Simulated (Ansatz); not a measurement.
# CW: the cost of one run

Program: Ansatz 0.2.0, Gaussian basis. Level of theory: def2-QZVPP, core rule «outside noble gas», up to 5 orbitals frozen. These are calculated values, not measurements.

To be run: UHF; ROHF; CCSD(T) on UHF.

2 further runs of the same task are left out: 2 set aside as unsound or not needed.

### Step 1. What is computed

The geometry is a PBE0/def2-TZVP stationary point (not a proven minimum) of the parent state, kept for this charge and spin. No spin-orbit coupling is included. Elements past krypton take def2 core potentials.

2 atoms, charge 0, spin multiplicity 3.

Atoms are counted from 1 here; the program's logs count them from 0.

Bond lengths: W1–C2 1.709 Å.

### Step 2. UHF

The input, in.yaml:

```yaml
crystal:
  periodic: [false, false, false]
  atoms:
    - {symbol: W, position_ang: [0.000000, 0.000000, 0.000000]}
    - {symbol: C, position_ang: [0.000000, 0.000000, 1.708732]}
basis:
  gaussian: {orbitals: "def2-QZVPP.json"}
magnetization: {spin_polarized: true, initial_magnetization: 2}
hamiltonian: {xc: hf}
output: {orbitals: {seedname: orbitals}}
```

On the command line:

```console
ansatz run in.yaml --threads 1 --pin off --events-out ev --progress --plain --max-ram 4096MiB --backend cpu
```

What time and memory should one allow on 1 thread of AMD EPYC 7R13, shared host?

About 22 s, with a peak of 0.31 GiB.
